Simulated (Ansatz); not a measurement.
Geometry optimisation, DFT PBE, scalar-relativistic, plane waves, PAW in Ansatz.

input.yaml

```yaml
accuracy: low
crystal:
  lattice:
    - [5.48, 0.0, 0.0]
    - [-4.11, 7.118729, 0.0]
    - [0.0, 0.0, 4.39496]
  atoms:
    - { symbol: Tc, position: [0.0, 0.0, 0.0] }
    - { symbol: Tc, position: [0.1666667, 0.2222222, 0.5] }
    - { symbol: Tc, position: [0.0, 0.3333333, 0.0] }
    - { symbol: Tc, position: [0.1666667, 0.5555556, 0.5] }
    - { symbol: Tc, position: [0.0, 0.6666667, 0.0] }
    - { symbol: Tc, position: [0.1666667, 0.8888889, 0.5] }
    - { symbol: Tc, position: [0.5, 0.0, 0.0] }
    - { symbol: Tc, position: [0.6666667, 0.2222222, 0.5] }
    - { symbol: Tc, position: [0.5, 0.3333333, 0.0] }
    - { symbol: Tc, position: [0.6666667, 0.5555556, 0.5] }
    - { symbol: Tc, position: [0.5, 0.6666667, 0.0] }
    - { symbol: Tc, position: [0.6666667, 0.8888889, 0.5] }
    - { symbol: H, position: [0.8235707, 0.4456839, 0.2648449] }
basis:
  ecutwfc: 600.0
kpoints:
  mp_grid: { grid: [3, 2, 3] }
hamiltonian:
  xc: pbe
scf:
  occupations: { method: fermi_dirac, width: 0.05 }
  lower_state_search: "off"
relax:
  f_tol: 0.08
  max_steps: 25
  adjacent_minimum: "off"
```

Run as:

```bash
$ ansatz run input.yaml --threads 2 --pin off --max-ram 5120MiB --backend cpu --events-out ev --progress --plain --runs-dir out
```

**Question.** Where does it end, and by what steps?

**Answer.** The run converged. The threshold is loose, so the end isn't yet a minimum. Limits of this set-up: coarse k mesh, odd electron count without spin, a small cell, in which the defect meets its images, a typed lattice constant that wasn't relaxed here, low accuracy level. After 2 steps the energy has fallen by 0.117 eV; H13 moved furthest, 0.06 Å.

```json
{"step": "0", "energy less start (eV)": "0.0000", "largest force component (eV/Å)": "0.755", "accepted": "yes"}
{"step": "1", "energy less start (eV)": "-0.1025", "largest force component (eV/Å)": "0.234", "accepted": "yes"}
{"step": "2", "energy less start (eV)": "-0.1165", "largest force component (eV/Å)": "0.071", "accepted": "yes"}
```

```xyz
13
Lattice="5.4800 0.0000 0.0000 -4.1100 7.1187 0.0000 0.0000 0.0000 4.3950" Properties=species:S:1:pos:R:3
Tc -0.006 -0.009 -0.006
Tc -0.002 1.578 2.196
Tc -1.350 2.354 -0.026
Tc -1.345 3.974 2.231
Tc -2.740 4.784 -0.021
Tc -2.745 6.328 2.199
Tc 2.738 0.000 0.005
Tc 2.734 1.544 2.225
Tc 1.338 2.354 -0.029
Tc 1.340 3.977 2.231
Tc -0.006 4.751 0.008
Tc -0.002 6.338 2.210
H 2.728 3.166 1.124
```

Whether the end is a true minimum wasn't checked by a vibrational analysis.

The run took 26 s on 2 threads of AMD EPYC 7B13 (Zen 3), on a shared host, peak memory 0.83 GiB.
